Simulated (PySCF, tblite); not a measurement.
# CH2BFN−: geometry, infrared bands, NMR shifts and spin-spin couplings

Wanted: the infrared bands, NMR shifts and spin-spin couplings of CH2BFN− (`N#C[BH2-]F`), by calculation.

The runs use tblite 0.8.0 and PySCF 2.14.0, with density-fitted response routines of our own; the level of theory stands in each step. All values are computed, except where a source is named. Atoms are numbered from 0 throughout.

**1. The starting structure**

6 atoms, charge -1, multiplicity 1; geometry from: force field or distance geometry start.

Bonds of the start (Å): N0–C1 1.17, C1–B2 1.53, B2–F3 1.47, B2–H4 1.20, B2–H5 1.20.

**2. Optimising the geometry with GFN2-xTB**

The job: settings as JSON, then the geometry in Å.

```
{"job": {"kind": "relax", "xc": "GFN2-xTB", "basis": "xTB"}, "charge": -1, "multiplicity": 1}
N      2.214500     0.045700    -0.015900
C      1.044900     0.006100    -0.015400
B     -0.483500    -0.064900     0.010200
F     -1.034500     1.287300    -0.151800
H     -0.863800    -0.527100     1.047000
H     -0.874500    -0.745100    -0.895800
```

The run is started by

```sh
> OMP_NUM_THREADS=1 python probes_run.py task.json out
```

This one command runs all jobs of the session in turn.

**Question.** This job is followed by: GFN2-xTB harmonic vibrations, gas phase; GIAO PBE0/pcSseg-1 NMR shielding, non-relativistic, gas phase; B3LYP/pcJ-1 indirect spin-spin coupling, non-relativistic, gas phase. What will the session give for the following? strongest single infrared mode (GFN2-xTB); zero-point energy (GFN2-xTB); 13C shifts against TMS (PBE0/pcSseg-1); 1H shifts against TMS (PBE0/pcSseg-1, means over atoms taken as alike); 15N shifts against NH3 (PBE0/pcSseg-1); 11B shifts against BF3·OEt2 (PBE0/pcSseg-1); 19F shifts against CFCl3 (PBE0/pcSseg-1); largest coupling of the table (B3LYP/pcJ-1).

**Answer**, as computed:

```
                                                              quantity                     value
                             strongest single infrared mode (GFN2-xTB)     2146 cm⁻¹, 544 km/mol
                                          zero-point energy (GFN2-xTB)             19.0 kcal/mol
                                13C shifts against TMS (PBE0/pcSseg-1)                 146.1 ppm
1H shifts against TMS (PBE0/pcSseg-1, means over atoms taken as alike)                  3.21 ppm
                                15N shifts against NH3 (PBE0/pcSseg-1)                 308.4 ppm
                           11B shifts against BF3·OEt2 (PBE0/pcSseg-1)                 -17.1 ppm
                              19F shifts against CFCl3 (PBE0/pcSseg-1)                -304.8 ppm
                           largest coupling of the table (B3LYP/pcJ-1)  1J(B,F) B2–F3, -108.6 Hz
```

In words: The optimisation took 18 steps and gained 0.048 eV; among the close pairs (by a distance rule), C1–B2 changed most, from 1.530 to 1.571 Å. All 12 modes are real, so the xTB geometry is a minimum. The strongest single mode, at 2146 cm⁻¹, moves mainly H5 and H4. GFN2-xTB is a fitted tight-binding method: band positions and strengths are rough. Its intensities can rank the bands wrongly. At PBE0/pcSseg-1: Shielding is most anisotropic at N0 (span 474 ppm, paramagnetic term -383 ppm). In the run at B3LYP/pcJ-1, the largest coupling of the table is B2–F3, -108.6 Hz, of which the Fermi-contact term gives -113.9 Hz.
